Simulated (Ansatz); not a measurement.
AlSn:

```
Sn Al
1.0
     4.19811    0.00000    0.00000
    -2.09905    3.63567    0.00000
     0.00000    0.00000    3.30685
Sn Al
1 1
Direct
  0.33333 0.66667 0.50000
  0.00000 0.00000 0.00000
```

The cell comes from a database or a generator and needn't be the stable form of this composition.

- Program: Ansatz 0.2.0
- Task: relaxation of cell and atoms
- Functional: BLYP
- Potentials or basis: Ansatz PAW
- Cutoff: 420 eV (not typed: the program's choice for these potentials)
- k mesh: 7 × 7 × 8
- Occupations: fermi-dirac, width 0.05 eV
- Spin: no spin polarisation

At the start: volume 25.24 Å³/atom.

Q: Where does the relaxation end?

A: It ends after 5 steps and the volume is 27.47 Å³/atom (+8.9 %); space group P-6m2 (No. 187, to 0.05 Å).

Step by step:
| step | energy change (eV) | largest force (eV/Å) | volume (Å³) |
| --- | --- | --- | --- |
| 1 | 0.0000 | 0.0000 | 50.47 |
| 2 | -0.0444 | 0.0000 | 55.60 |
| 3 | -0.0460 | 0.0000 | 55.03 |
| 4 | -0.0460 | 0.0000 | 54.95 |
| 5 | -0.0471 | 0.0000 | 54.95 |

Final structure:
```xyz
2
Lattice="4.3292 0.0000 0.0000 -2.1646 3.7492 0.0000 0.0000 0.0000 3.3854" Properties=species:S:1:pos:R:3 pbc="T T T"
Sn    0.0000    2.4995    1.6927
Al    0.0000    0.0000    0.0000
```

Caveat: the plane-wave basis is chosen anew once the cell has moved, so the energies of steps on either side of that aren't comparable; the PAW data sets come from PBE, with cores solved anew for the run's functional, which leaves a small shift of forces and pressure.
